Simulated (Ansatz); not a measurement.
# C4H11Ga: up Jacob's ladder to CCSD(T)

The task here is to estimate one member of a computed series from the others.

Program: Ansatz 0.2.0, Gaussian basis. Level of theory: functionals in def2-TZVPP, the program's frozen cores in correlated methods. These are calculated values, not measurements.

The runs, in order: LDA (SPW92), PBE-D4, revPBE-D4, BLYP-D4, r2SCAN-D4, B97M-V, PBE0-D4, B3LYP-D4, r2SCANh-D4, r2SCAN0-D4, HSE06-D4, BHLYP-D4, CAM-B3LYP-D4, LC-ωPBE, ωB97X-V, ωB97M-V, B2PLYP, PBE-QIDH; CCSD(T)/def2-SVP; MP2/def2-TZVPP; MP2/def2-QZVPP; RPA on PBE.

**Structure used throughout**

An earlier PBE0-D4 in a triple-zeta def2 set relaxation fixed the geometry.

SMILES `CC(C)[CH2][GaH2]`, 16 atoms, charge 0, spin multiplicity 1.

Atoms are counted from 1 here; the program's logs count them from 0.

Bond lengths: C1–C2 1.522 Å, C1–H6 1.093 Å, C1–H7 1.095 Å, C1–H8 1.094 Å, C2–C3 1.522 Å, C2–C4 1.527 Å, C2–H9 1.099 Å, C3–H10 1.095 Å, C3–H11 1.094 Å, C3–H12 1.093 Å, C4–Ga5 1.978 Å, C4–H13 1.098 Å, C4–H14 1.098 Å, Ga5–H15 1.576 Å, Ga5–H16 1.575 Å. Angles: C2–C1–H6 111.4°, C2–C1–H7 110.8°, C2–C1–H8 111.3°, H6–C1–H7 107.4°, H6–C1–H8 107.8°, H7–C1–H8 107.9°, C1–C2–C3 110.9°, C1–C2–C4 111.4°, C1–C2–H9 107.4°, C3–C2–C4 111.4°, C3–C2–H9 107.5°, C4–C2–H9 108.0°, C2–C3–H10 110.8°, C2–C3–H11 111.3°, C2–C3–H12 111.4°, H10–C3–H11 107.9°, H10–C3–H12 107.4°, H11–C3–H12 107.8° and more.

Set-up of the first run:

Contents of in.yaml:

```yaml
crystal:
  periodic: [false, false, false]
  atoms:
    - {symbol: C, position_ang: [0.936925, 0.531199, -1.228167]}
    - {symbol: C, position_ang: [0.490165, -0.600803, -0.314825]}
    - {symbol: C, position_ang: [-0.847571, -1.168115, -0.766386]}
    - {symbol: C, position_ang: [0.441977, -0.154251, 1.144124]}
    - {symbol: Ga, position_ang: [-0.812707, 1.297252, 1.623297]}
    - {symbol: H, position_ang: [1.026615, 0.195151, -2.264460]}
    - {symbol: H, position_ang: [0.213483, 1.353469, -1.211209]}
    - {symbol: H, position_ang: [1.907486, 0.930266, -0.920633]}
    - {symbol: H, position_ang: [1.234364, -1.404985, -0.398668]}
    - {symbol: H, position_ang: [-1.627337, -0.399521, -0.732443]}
    - {symbol: H, position_ang: [-1.163653, -1.996925, -0.126909]}
    - {symbol: H, position_ang: [-0.797318, -1.538444, -1.793582]}
    - {symbol: H, position_ang: [1.433719, 0.177520, 1.478773]}
    - {symbol: H, position_ang: [0.193431, -1.000405, 1.798120]}
    - {symbol: H, position_ang: [-0.870942, 1.766299, 3.126762]}
    - {symbol: H, position_ang: [-1.758636, 2.012293, 0.586218]}
basis:
  gaussian: {orbitals: def2-TZVPP}
hamiltonian: {xc: lda}
output: {orbitals: {seedname: orbitals}}
```

The run is started by

```sh
$ ansatz run in.yaml --threads 4 --pin off --events-out ev --progress --plain --max-ram 10444MiB
```

Steps of the session up to this table: LDA; PBE-D4 (GGA); revPBE-D4 (GGA); BLYP-D4 (GGA); r2SCAN-D4 (meta-GGA); B97M-V (meta-GGA); PBE0-D4 (hybrid); B3LYP-D4 (hybrid); r2SCANh-D4 (hybrid); r2SCAN0-D4 (hybrid); HSE06-D4 (hybrid); BHLYP-D4 (hybrid); CAM-B3LYP-D4 (range-separated); LC-ωPBE (range-separated); ωB97X-V (range-separated); ωB97M-V (range-separated); B2PLYP (double hybrid); PBE-QIDH (double hybrid).

One table of the session follows, with a row left open; its other results are not shown here.

It belongs to the step «Frontier levels by functional». 

```
  functional  HOMO (eV)  LUMO (eV)  gap (eV)
 LDA (SPW92)      -6.40      -2.43      3.97
      PBE-D4      -6.29      -2.14      4.15
   revPBE-D4      -6.24      -2.01      4.23
     BLYP-D4      -6.18      -2.09      4.08
   r2SCAN-D4      -6.53      -1.87      4.66
      B97M-V      -6.63      -2.11      4.52
     PBE0-D4      -7.47      -1.32      6.14
    B3LYP-D4      -7.28      -1.61      5.67
  r2SCANh-D4      -6.97      -1.58      5.38
  r2SCAN0-D4      -7.63      -1.17      6.46
    HSE06-D4      -7.07      -1.69      5.38
    BHLYP-D4      -8.57      -0.58      7.99
CAM-B3LYP-D4      -8.81      -0.45      8.36
     LC-ωPBE     -10.14       0.76     10.90
     ωB97X-V          ?          ?         ?
     ωB97M-V      -9.66       0.33      9.99
```

Q: Estimate the row for ωB97X-V from the others.

**Answer.** HOMO (eV): -9.80; LUMO (eV): 0.58; gap (eV): 10.38. In the column «HOMO (eV)» it lies between LC-ωPBE (-10.14) and ωB97M-V (-9.66).
